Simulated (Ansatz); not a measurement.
What does this script print? It uses Ansatz 0.2.0 through its Python package.

The script, `field_c2h6alcl.py`:
```python
# -*- coding: utf-8 -*-
import ansatz
import numpy as np

GEOMETRY = """
Al   -1.44660    0.55430   -0.54790
C    -0.09730   -0.72670    0.00040
C     1.13270   -0.05750    0.54000
Cl    2.17080    0.75460   -0.74380
H    -2.00460    0.61780   -2.08960
H    -2.08090    1.65160    0.50270
H     0.19310   -1.36740   -0.86020
H    -0.50530   -1.34440    0.78430
H     1.81750   -0.81740    1.05610
H     0.90360    0.68390    1.36100
"""


def main():
    molecule = ansatz.Crystal.molecule()
    for line in GEOMETRY.strip().splitlines():
        symbol, *xyz = line.split()
        molecule = molecule.atom(symbol, [float(v) for v in xyz])

    job = molecule.calculation().basis(gaussian="def2-SVPD").functional("cam_b3lyp").forces()
    centre = np.mean([site.position_ang for site in molecule.cartesian_sites], axis=0)
    field = 2 * 14.399645 * 2.0 / 30.0 ** 2


    def dipole(axis, sign):
        arm = 30.0 * np.eye(3)[axis]
        pair = [{"charge": sign * 2.0, "position_ang": (centre - arm).tolist()}, {"charge": -sign * 2.0, "position_ang": (centre + arm).tolist()}]
        deck = job.input().set(ansatz.key.basis.gaussian.point_charges, pair)
        return np.array(ansatz.Session.from_dict(deck).plan().execute().report["charge_distribution"]["dipole_moment_e_ang"])


    print(f"field {field:.4f} V/A")
    alpha = np.array([(dipole(axis, 1) - dipole(axis, -1)) / (2 * field) * 14.399645 for axis in range(3)])
    print("polarisability tensor (A^3)")
    print(np.array2string(alpha, precision=3, suppress_small=True))
    print(f"mean {np.trace(alpha) / 3:.3f} A^3 = {np.trace(alpha) / 3 / 0.14818471:.2f} bohr^3")


if __name__ == "__main__":
    main()
```

```console
$ python field_c2h6alcl.py
field 0.0640 V/A
polarisability tensor (A^3)
[[11.416 -0.145 -0.028]
 [-0.149  9.428 -0.315]
 [-0.015 -0.319 10.012]]
mean 10.285 A^3 = 69.41 bohr^3
```

The geometry is a force-field or estimated start, not a minimum of this method, and the basis set is short of its limit. The field of two point charges is only nearly even. It ran for 53 s on 1 thread of Arm Neoverse V1, on a shared host, peak memory 0.43 GiB.
